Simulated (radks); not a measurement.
# Ta³⁺ in [Kr] 4d10 4f14 5s1 5p6 5d2 6p1: an all-electron calculation

Aim: the levels, the sizes of the orbitals and the parts of the energy of the tantalum ion Ta3+.

Program: radks (a radial shooting solver on a logarithmic mesh, Libxc functionals) version 1. Level of theory: scalar-relativistic Kohn-Sham, PBE, spin-polarised, spherical densities, point nucleus; open shells are filled with parallel spins first. These are calculated values, not measurements, unless marked.

### 1 Starting point

- element: tantalum (Z = 73)
- charge: +3
- electrons: 70
- configuration: [Kr] 4d10 4f14 5s1 5p6 5d2 6p1

Outer shells as boxes (Hund's rule):

Ta³⁺
```
[Kr] core
4d [↑↓][↑↓][↑↓][↑↓][↑↓]
4f [↑↓][↑↓][↑↓][↑↓][↑↓][↑↓][↑↓]
5s [↑ ]
5p [↑↓][↑↓][↑↓]
5d [↑ ][↑ ][  ][  ][  ]
6p [↑ ][  ][  ]
```

### 2 The run

The run's settings:

```text
Z 73
configuration [Kr] 4d10 4f14 5s1 5p6 5d2 6p1 6s0 5f0
relativity scalar-relativistic
functional pbe,pbe
spin polarised
nucleus point
c 137.035999084
```

What does the calculation give?

The runs gave:

| quantity | value |
| --- | --- |
| total energy | -15599.8380 hartree |
| exchange-correlation share of it | 2.01 % |
| −T/E | 1.0989 |
| highest occupied level | 6p up, -23.041 eV |
| most extended occupied level | 6p up, <r> = 3.06 bohr |
| radius at density 0.001 e/bohr³ | 4.10 bohr |
| maxima of the radial density | 4 |

What this shows: 6 principal shells are occupied and 4 maxima appear in the radial density; where shells overlap, one shows as a shoulder or not at all. −T/E is 1.099: with relativity the kinetic term as defined here no longer equals −E. This is not the tabulated ground configuration, so its levels and sizes aren't those of the ground state, and no measured value stands beside it.
